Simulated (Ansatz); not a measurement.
# C₂H₇NOSn: up Jacob's ladder to CCSD(T)

Aim: compute C₂H₇NOSn with functionals from several rungs and with coupled cluster, and see how far each lands from CCSD(T) at the basis-set limit for the atomisation energy.

The runs use Ansatz 0.2.0, Gaussian basis; functionals in def2-TZVPP, the program's frozen cores in correlated methods.

Levels to be run: PBE-D4, r2SCAN-D4, PBE0-D4, B3LYP-D4, ωB97X-V, ωB97M-V, B2PLYP; CCSD(T)/def2-TZVPP; MP2/def2-QZVPP; extrapolation to the limit.

**1. The geometry**

An earlier PBE0-D4 in a triple-zeta def2 set relaxation fixed the geometry. Sn takes the def2 core potential; no spin-orbit term is included.

12 atoms, charge 0, spin multiplicity 1.

Atoms are counted from 1 here; the program's logs count them from 0.

Bond lengths: C1–O2 1.402 Å, C1–H6 1.099 Å, C1–H7 1.099 Å, C1–H8 1.094 Å, O2–Sn3 1.971 Å, Sn3–C4 2.161 Å, Sn3–H9 1.711 Å, Sn3–H10 1.711 Å, C4–N5 1.260 Å, C4–H11 1.094 Å, N5–H12 1.024 Å. Angles: O2–C1–H6 112.5°, O2–C1–H7 112.5°, O2–C1–H8 108.5°, H6–C1–H7 107.9°, H6–C1–H8 107.6°, H7–C1–H8 107.6°, C1–O2–Sn3 122.1°, O2–Sn3–C4 93.9°, O2–Sn3–H9 108.1°, O2–Sn3–H10 108.0°, C4–Sn3–H9 116.9°, C4–Sn3–H10 116.9°, H9–Sn3–H10 110.9°, Sn3–C4–N5 120.8°, Sn3–C4–H11 121.3°, N5–C4–H11 117.9°, C4–N5–H12 111.9°.

**2. PBE-D4 (GGA)**

File in.yaml:

```yaml
crystal:
  periodic: [false, false, false]
  atoms:
    - {symbol: C, position_ang: [-2.059935, 0.173440, -0.357178]}
    - {symbol: O, position_ang: [-0.688927, 0.430424, -0.216746]}
    - {symbol: Sn, position_ang: [0.592560, -0.974927, 0.302051]}
    - {symbol: C, position_ang: [2.291590, 0.359671, 0.281543]}
    - {symbol: N, position_ang: [2.151229, 1.578426, -0.007128]}
    - {symbol: H, position_ang: [-2.518821, -0.180354, 0.576655]}
    - {symbol: H, position_ang: [-2.269829, -0.569258, -1.139467]}
    - {symbol: H, position_ang: [-2.560610, 1.104231, -0.640799]}
    - {symbol: H, position_ang: [0.553997, -2.197037, -0.895126]}
    - {symbol: H, position_ang: [0.111624, -1.593483, 1.823628]}
    - {symbol: H, position_ang: [3.297896, 0.001847, 0.520333]}
    - {symbol: H, position_ang: [1.176127, 1.811820, -0.213868]}
basis:
  gaussian: {orbitals: def2-TZVPP}
hamiltonian: {xc: pbe, dispersion: d4}
output: {forces: true, orbitals: {seedname: orbitals}}
```

On the command line:

```sh
> ansatz run in.yaml --threads 4 --pin off --events-out ev --progress --plain --max-ram 10444MiB
```

Further steps of the session: r2SCAN-D4 (meta-GGA); PBE0-D4 (hybrid); B3LYP-D4 (hybrid); ωB97X-V (range-separated); ωB97M-V (range-separated); B2PLYP (double hybrid); CCSD(T) in def2-TZVPP; MP2 in def2-QZVPP.

**Question.** What will the summary of the whole plan be? Wanted: atomisation energy, CCSD(T)/CBS; farthest; mean size of error, hybrid; mean size of error, range-separated; gap, smallest and largest; T1 diagnostic; triples share of the correlation energy.

**Answer**, as computed:

```
                               quantity                                           value
        atomisation energy, CCSD(T)/CBS                                  988.4 kcal/mol
functionals within 9.9 kcal/mol (1.0 %)  r2SCAN-D4, PBE0-D4, B3LYP-D4, ωB97X-V, ωB97M-V
                               farthest                         PBE-D4 (+19.2 kcal/mol)
             mean size of error, hybrid                                    4.9 kcal/mol
    mean size of error, range-separated                                    1.6 kcal/mol
              gap, smallest and largest            3.75 eV (PBE-D4), 10.48 eV (ωB97X-V)
                          T1 diagnostic                                          0.0142
triples share of the correlation energy                                           3.7 %
```

**Reading.** PBE-D4 misses by +19.2 kcal/mol. Double hybrids carry the basis error of their MP2 part in triple zeta, and no dispersion term here, so their miss is partly the set-up's. The reference freezes the cores and leaves out spin-orbit coupling and excitations past (T), and its outer-core shells are covered unevenly, so misses under about 9.9 kcal/mol can't be ranked. All levels share the lack of spin-orbit coupling, which lowers the free heavy atoms and so the true binding. Hartree-Fock recovers 68 % of the binding; the rest is correlation. Orbital gaps span 3.8 to 10.5 eV; exact exchange widens them. Correlated methods include outer-core shells of Sn, which these sets cover unevenly.
